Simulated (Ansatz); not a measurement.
# AsN: the cost of one run

Program: Ansatz 0.2.0, Gaussian basis. Level of theory: def2-QZVPP, all electrons in the functionals, frozen cores in the correlation of double hybrids and RPA. These are calculated values, not measurements.

The runs, in order: PBE, BLYP, r2SCAN, B97M-V, PBE0, B3LYP, wB97M-V, B2PLYP, at charge 1, quartet; charge 1, doublet; charge 1, sextet.

6 further runs of the same task are left out: 6 set aside as unsound or not needed.

## 1. What is computed

The geometry is a PBE0/def2-TZVP stationary point (not a proven minimum). No spin-orbit coupling is included. The filled d shell of As may be among the frozen orbitals whatever the setting's name suggests; the logs give the count.

2 atoms, charge 1, spin multiplicity 4.

Atoms are counted from 1 here; the program's logs count them from 0.

Bond lengths: N1–As2 1.928 Å.

No dispersion term is added; B97M-V, wB97M-V hold VV10 nonlocal correlation. B3LYP takes the VWN-RPA correlation.

The geometry shown and the zero of energy belong to the point charge 1, quartet. The yardstick, RCCSD(T), and other wave-function levels (R restricted, U unrestricted, valence and pair active spaces) come from earlier runs.

## 2. PBE, charge 1, quartet

Contents of in.yaml:

```yaml
crystal:
  periodic: [false, false, false]
  atoms:
    - {symbol: N, position_ang: [0.000000, 0.000000, 0.000000]}
    - {symbol: As, position_ang: [0.000000, 0.000000, 1.928000]}
basis:
  gaussian: {orbitals: "def2-QZVPP.json"}
total_charge: 1
magnetization: {spin_polarized: true, initial_magnetization: 3}
hamiltonian: {xc: {name: PBE}}
output: {orbitals: {seedname: orbitals}}
```

Started as:

```console
$ ansatz run in.yaml --threads 1 --pin off --events-out ev --progress --plain --max-ram 2393MiB
```

What time and memory should one allow on 1 thread of Arm Neoverse V2, shared host?

About 15 s, with a peak of 0.25 GiB.
